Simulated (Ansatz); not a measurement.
# C2H4BFS, SMILES CB(F)C=S: energies of removing a hydrogen

With Ansatz's Python interface.

Contents of `c2h4bfs.xyz`:
```text
9

C     0.06300   -1.28800   -0.16050
B     0.54060    0.25050   -0.02950
F     1.92880    0.50950   -0.16270
C    -0.34770    1.47510    0.23600
S    -1.83810    1.27670    0.35220
H    -0.49970   -1.53290    0.76100
H    -0.66730   -1.30620   -1.01970
H     0.90790   -1.90880   -0.36400
H     0.00110    2.47780    0.37010
```

Run as a notebook:

**Cell 1**
```python
import ansatz as az
```

**Cell 2**
```python
BASIS_SET = "STO-3G"
XC = "hf"
```

**Cell 3**
```python
def total_energy(molecule, charge=0, unpaired=0):
    calc = molecule.calculation().basis(gaussian=BASIS_SET).functional(XC)
    if charge:
        calc = calc.charge(charge)
    if unpaired:
        calc = calc.spin("collinear", total=unpaired)
    report = calc.run().report
    if report["published_state_doubts"]:
        print("  doubts:", report["published_state_doubts"])
    return report["free_energy_ev"]
```

**Cell 4**
```python
def without(molecule, index):
    rest = az.Crystal.molecule()
    for i, site in enumerate(molecule.cartesian_sites):
        if i != index:
            rest = rest.atom(site.symbol, site.position_ang)
    return rest
```

**Cell 5**
```python
geometry = az.Crystal.molecule_from_extxyz("c2h4bfs.xyz")
```

**Cell 6**
```python
whole = total_energy(geometry, 0)
hydrogen = total_energy(az.Crystal.molecule().atom("H", (0, 0, 0)), 0, 1)
print(f"E(molecule) = {whole:.5f} eV, E(H) = {hydrogen:.5f} eV")
for index in [7, 8]:
    radical = total_energy(without(geometry, index), 0, 1)
    print(f"H{index}: homolysis {(radical + hydrogen - whole):.3f} eV")
    anion = total_energy(without(geometry, index), -1)
    print(f"H{index}: loss of a proton {(anion - whole):.3f} eV")
```
Output:
```text
E(molecule) = -16128.58104 eV, E(H) = -12.69634 eV
H7: homolysis 5.068 eV
H7: loss of a proton 23.649 eV
H8: homolysis 4.063 eV
H8: loss of a proton 22.740 eV
```

Reading the output:
- The settings weren't tested for convergence.
- The geometry is a force-field or estimated start, not a minimum of this method, and the basis set is short of its limit. All parts are taken at fixed geometry, without zero-point energy.
- The expectation value of S² is noticeably off S(S+1) in at least one run, so that state is spin-contaminated.
- Hartree-Fock leaves correlation out, so bond, atomisation and ionisation energies come out well too low.
- Anions want diffuse functions, which this basis lacks.
- Hardware and time: 3.2 s on 1 thread of Intel(R) Xeon(R) Platinum 8259CL CPU @ 2.50GHz (Skylake/Cascade Lake) (shared host), peak memory 0.15 GiB.
